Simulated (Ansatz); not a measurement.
# CBClF4O: a ladder of functionals and wavefunction methods

The task here is to estimate one member of a computed series from the others.

The runs use Ansatz 0.2.0, Gaussian basis; functionals in def2-TZVPP, the program's frozen cores in correlated methods.

Plan: PBE-D4, r2SCAN-D4, PBE0-D4, B3LYP-D4, ωB97X-V, ωB97M-V, B2PLYP; CCSD(T)/def2-TZVPP; MP2/def2-QZVPP; extrapolation to the limit.

## The relaxed structure

All runs share one geometry, relaxed beforehand with PBE0-D4 in a triple-zeta def2 set.

SMILES `FB(Cl)OC(F)(F)F`, 8 atoms, charge 0, spin multiplicity 1.

Atoms are counted from 1 here; the program's logs count them from 0.

Bond lengths: F1–B2 1.312 Å, B2–Cl3 1.736 Å, B2–O4 1.366 Å, O4–C5 1.358 Å, C5–F6 1.329 Å, C5–F7 1.319 Å, C5–F8 1.329 Å. Angles: F1–B2–Cl3 120.6°, F1–B2–O4 121.5°, Cl3–B2–O4 117.9°, B2–O4–C5 123.8°, O4–C5–F6 111.5°, O4–C5–F7 108.2°, O4–C5–F8 111.5°, F6–C5–F7 108.6°, F6–C5–F8 108.2°, F7–C5–F8 108.6°.

As a file:

```xyz
8

F    -0.6424   -1.0115   -1.4591
B    -1.0914   -0.0107   -0.7386
Cl   -2.6470    0.6852   -1.0675
O    -0.3585    0.5157    0.2870
C     0.8704    0.0641    0.6458
F     0.8321   -1.2117    1.0162
F     1.2937    0.7864    1.6656
F     1.7431    0.1824   -0.3495
```

Set-up of the first run:

Input file in.yaml:

```yaml
crystal:
  periodic: [false, false, false]
  atoms:
    - {symbol: F, position_ang: [-0.642363, -1.011527, -1.459073]}
    - {symbol: B, position_ang: [-1.091370, -0.010677, -0.738597]}
    - {symbol: Cl, position_ang: [-2.647045, 0.685236, -1.067468]}
    - {symbol: O, position_ang: [-0.358527, 0.515742, 0.287016]}
    - {symbol: C, position_ang: [0.870418, 0.064069, 0.645831]}
    - {symbol: F, position_ang: [0.832100, -1.211705, 1.016161]}
    - {symbol: F, position_ang: [1.293687, 0.786425, 1.665623]}
    - {symbol: F, position_ang: [1.743089, 0.182426, -0.349494]}
basis:
  gaussian: {orbitals: def2-TZVPP}
hamiltonian: {xc: pbe, dispersion: d4}
output: {forces: true, orbitals: {seedname: orbitals}}
```

Command:

```bash
> ansatz run in.yaml --threads 2 --pin off --events-out ev --progress --plain --max-ram 32768MiB --backend cpu
```

Steps of the session up to this table: PBE-D4 (GGA); r2SCAN-D4 (meta-GGA); PBE0-D4 (hybrid); B3LYP-D4 (hybrid); ωB97X-V (range-separated); ωB97M-V (range-separated); B2PLYP (double hybrid); CCSD(T) in def2-TZVPP; MP2 in def2-QZVPP.

One table of the session follows, with a row left open; its other results are not shown here.

| method | atomisation energy (eV) |
| --- | --- |
| PBE-D4 | 38.276 |
| r2SCAN-D4 | 37.028 |
| PBE0-D4 | 36.771 |
| B3LYP-D4 | 36.113 |
| ωB97X-V | 36.645 |
| ωB97M-V | ? |
| B2PLYP | 36.058 |
| HF/def2-TZVPP | 25.468 |
| MP2/def2-TZVPP | 37.559 |
| CCSD/def2-TZVPP | 34.519 |
| CCSD(T)/def2-TZVPP | 35.376 |
| MP2/CBS | 38.592 |
| CCSD(T)/CBS | 36.409 |

**Question.** Estimate the row for ωB97M-V.

**Answer.** atomisation energy (eV): 36.786. In the column «atomisation energy (eV)» it lies between PBE0-D4 (36.771) and r2SCAN-D4 (37.028).
